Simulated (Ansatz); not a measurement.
# NiO: the cost of one run

Program: Ansatz 0.2.0. Level of theory: DFT PBE, scalar-relativistic, plane waves, PAW. These are calculated values, not measurements.

### 1 The system as given

Symmetry: Fm-3m, No. 225, cubic system. The conventional cell has a = 4.217 Å, b = 4.217 Å, c = 4.217 Å, α = 90.00°, β = 90.00°, γ = 90.00°. Ni (site symmetry m-3m) has 6 O at 2.11 Å as nearest neighbours. O (site symmetry m-3m) is surrounded by 6 Ni at 2.11 Å.

Structure file:

```
CELL_PARAMETERS angstrom
1.49091 0.86078 2.43444
-1.49091 0.86078 2.43444
0.00000 -1.72156 2.43444
ATOMIC_POSITIONS crystal
Ni 0.00000 0.00000 0.00000
O 0.50000 0.50000 0.50000
```

An earlier run at PBE left this cell at 9.373 Å³/atom and 0.01 GPa (14×14×14 mesh).

### 2 Ferromagnetic, larger cell

File input.yaml:

```yaml
crystal:
  lattice:
    - [0.0, 1.7215584103, 4.8688881652]
    - [-1.4909133174, -0.8607792051, 4.8688881652]
    - [1.4909133174, -0.8607792051, 4.8688881652]
  atoms:
    - { symbol: Ni, position: [0.5, -0.5, 0.5], spin: 2.0 }
    - { symbol: O, position: [0.25, 0.25, 0.25] }
    - { symbol: Ni, position: [1.0, 0.0, 1.0], spin: 2.0 }
    - { symbol: O, position: [0.75, 0.75, 0.75] }
basis:
  ecutwfc: 420
  ecutrho_ratio: 4
kpoints:
  mp_grid: { grid: [10, 10, 10] }
hamiltonian:
  xc: pbe
scf:
  occupations: { method: gaussian, width: 0.05 }
  lower_state_search: "off"
output:
  forces: true
  stress: true
  eigenvalues: true
  populations: true
magnetization:
  spin_polarized: true
```

The run is started by

```sh
$ ansatz run input.yaml --threads 2 --pin off --max-ram 5120MiB --backend cpu --events-out ev --progress --plain --runs-dir out
```

What time and memory should one allow on 2 threads of Arm Neoverse V1, shared host?

About 15 s, with a peak of 0.46 GiB.
